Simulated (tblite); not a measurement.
# CH12OSSi5: the cost of one run

Programs: tblite 0.8.0 and PySCF 2.14.0, with density-fitted response routines of our own. Each step states its level of theory. These are calculated values for one molecule in the gas phase, unless marked as measured. Atoms are numbered from 0 throughout.

## Step 1: The molecule as given

20 atoms, charge 0, multiplicity 1; geometry from: force field or distance geometry start.

Bonds of the start (Å): O0–C1 1.23, C1–Si2 1.86, Si2–Si3 2.26, Si3–Si4 2.28, Si3–Si5 2.28, Si5–S6 2.15, S6–Si7 2.14, C1–H8 1.10, Si2–H9 1.48, Si2–H10 1.50, Si3–H11 1.49, Si4–H12 1.49, Si4–H13 1.48, Si4–H14 1.48, Si5–H15 1.47, Si5–H16 1.49, Si7–H17 1.48, Si7–H18 1.48, Si7–H19 1.48.

## Step 2: Relaxing the molecule with GFN2-xTB

Job settings and geometry (Å):

```
{"job": {"kind": "relax", "xc": "GFN2-xTB", "basis": "xTB"}, "charge": 0, "multiplicity": 1}
O     -1.250800    -1.057700    -2.110900
C     -0.649200    -0.163300    -2.693600
Si    -0.584900     1.522900    -1.911400
Si    -0.759200     1.364800     0.340200
Si    -2.890500     0.720900     0.838800
Si     0.564500    -0.360700     1.021000
S      2.571400    -0.090200     0.303800
Si     3.360700    -1.849500     1.240100
H     -0.106400    -0.312500    -3.635300
H      0.665800     2.223300    -2.274500
H     -1.693700     2.390600    -2.434900
H     -0.412000     2.648200     1.018100
H     -3.855900     1.719400     0.299200
H     -3.065100     0.670600     2.303200
H     -3.228500    -0.605200     0.287900
H      0.073700    -1.670600     0.559400
H      0.613700    -0.386700     2.510400
H      3.178600    -1.764500     2.705700
H      4.799400    -1.942200     0.923200
H      2.663300    -3.047000     0.706600
```

Launch:

```bash
> OMP_NUM_THREADS=1 python probes_run.py task.json out
```

The driver reads the jobs from task.json and runs them one after another.

Q: Estimate the wall time and peak memory of this first job on 1 thread of Arm Neoverse N1, shared host.

About 4.9 s, with a peak of 0.18 GiB.
